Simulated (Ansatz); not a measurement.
**Cl₂GeH₄Si: small, medium and large basis sets**

How large a basis does Cl₂GeH₄Si need? Two functionals are run in growing sets.

The runs use Ansatz 0.2.0, Gaussian basis; one geometry, several basis sets.

Plan: PBE0-D4/def2-SVP; ωB97M-V/def2-SVP; PBE0-D4/def2-QZVPP; ωB97M-V/def2-QZVPP; the functionals' def2-TZVPP values are taken from earlier runs.

### 1 The geometry

All runs share one geometry, relaxed beforehand with PBE0-D4 in a triple-zeta def2 set.

SMILES `Cl[SiH](Cl)[GeH3]`, 8 atoms, charge 0, spin multiplicity 1.

Atoms are counted from 1 here; the program's logs count them from 0.

Bond lengths: Cl1–Si2 2.052 Å, Si2–Cl3 2.052 Å, Si2–Ge4 2.375 Å, Si2–H5 1.480 Å, Ge4–H6 1.536 Å, Ge4–H7 1.534 Å, Ge4–H8 1.536 Å. Angles: Cl1–Si2–Cl3 109.1°, Cl1–Si2–Ge4 109.3°, Cl1–Si2–H5 107.2°, Cl3–Si2–Ge4 109.3°, Cl3–Si2–H5 107.2°, Ge4–Si2–H5 114.7°, Si2–Ge4–H6 109.6°, Si2–Ge4–H7 108.8°, Si2–Ge4–H8 109.6°, H6–Ge4–H7 109.7°, H6–Ge4–H8 109.5°, H7–Ge4–H8 109.7°.

### 2 PBE0-D4 in def2-SVP

Input file in.yaml:

```yaml
crystal:
  periodic: [false, false, false]
  atoms:
    - {symbol: Cl, position_ang: [1.525166, -1.984432, 0.818375]}
    - {symbol: Si, position_ang: [1.094980, -0.039675, 0.326058]}
    - {symbol: Cl, position_ang: [2.242578, 0.517010, -1.281073]}
    - {symbol: Ge, position_ang: [-1.201931, 0.135106, -0.252902]}
    - {symbol: H, position_ang: [1.509205, 0.802434, 1.470983]}
    - {symbol: H, position_ang: [-1.526794, 1.586463, -0.635409]}
    - {symbol: H, position_ang: [-1.482189, -0.788817, -1.444893]}
    - {symbol: H, position_ang: [-2.068816, -0.285189, 0.942960]}
basis:
  gaussian: {orbitals: def2-SVP}
hamiltonian: {xc: pbe0, dispersion: d4}
output: {orbitals: {seedname: orbitals}}
```

Launch:

```bash
$ ansatz run in.yaml --threads 4 --pin off --events-out ev --progress --plain --max-ram 10444MiB
```

The runs that follow: ωB97M-V in def2-SVP; PBE0-D4 in def2-QZVPP; ωB97M-V in def2-QZVPP.

Before running them: what should the planned runs give, taken together? Wanted: PBE0-D4: double and triple zeta above quadruple; ωB97M-V: double and triple zeta above quadruple.

As calculated:

| quantity | value |
| --- | --- |
| PBE0-D4: double and triple zeta above quadruple | 20.92, 2.23 eV |
| ωB97M-V: double and triple zeta above quadruple | 20.75, 2.15 eV |

**Reading.** For PBE0-D4 the step from double to triple zeta gains 18.69 eV and the next only 2.23 eV. These are total energies; as a rule much of such shifts cancels in differences, which this series doesn't test. The LUMO of ωB97M-V is positive and keeps falling with the basis (1.84 to 1.24 eV): an unbound level that the basis holds in place.
